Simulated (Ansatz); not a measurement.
The system is SiO.

```
Si O
1.0
     2.80697    0.00000    0.00000
     0.00000    2.80697    0.00000
     0.00000    0.00000    2.80697
Si O
1 1
Direct
  0.00000 0.00000 0.00000
  0.50000 0.50000 0.50000
```

The cell was built by a generator and needn't be a form met in nature.

```yaml
Program: Ansatz 0.2.0
Task: relaxation of cell and atoms
Functional: HF
Potentials_or_basis: Ansatz PAW
Cutoff: "420 eV (not typed: the program's choice for these potentials)"
k_mesh: 5 × 5 × 5
Occupations: fermi-dirac, width 0.05 eV
Spin: no spin polarisation
```

At the start: volume 11.06 Å³/atom.

Task: How do energy, volume and symmetry change on relaxing?

Result: It ends after 6 steps and the volume is 11.74 Å³/atom (+6.1 %); space group Pm-3m (No. 221, to 0.05 Å).

Step by step:
```csv
step,energy change (eV),largest force (eV/Å),volume (Å³)
1,0.0000,0.0000,22.12
2,-0.0337,0.0000,23.36
3,-0.0338,0.0000,23.43
4,-0.0354,0.0000,23.43
5,-0.0354,0.0000,23.47
6,-0.0354,0.0000,23.47
```

Final structure:
```
CELL_PARAMETERS angstrom
2.86311 0.00000 0.00000
0.00000 2.86311 0.00000
0.00000 0.00000 2.86311
ATOMIC_POSITIONS crystal
Si 0.00000 0.00000 0.00000
O 0.50000 0.50000 0.50000
```

Caveat: the k mesh is coarse (spacing up to 0.45 Å⁻¹), so the values aren't converged, least of all with exact exchange; the plane-wave basis is chosen anew once the cell has moved, so the energies of steps on either side of that aren't comparable; the PAW data sets come from PBE, with cores solved anew for the run's functional, which leaves a small shift of forces and pressure.
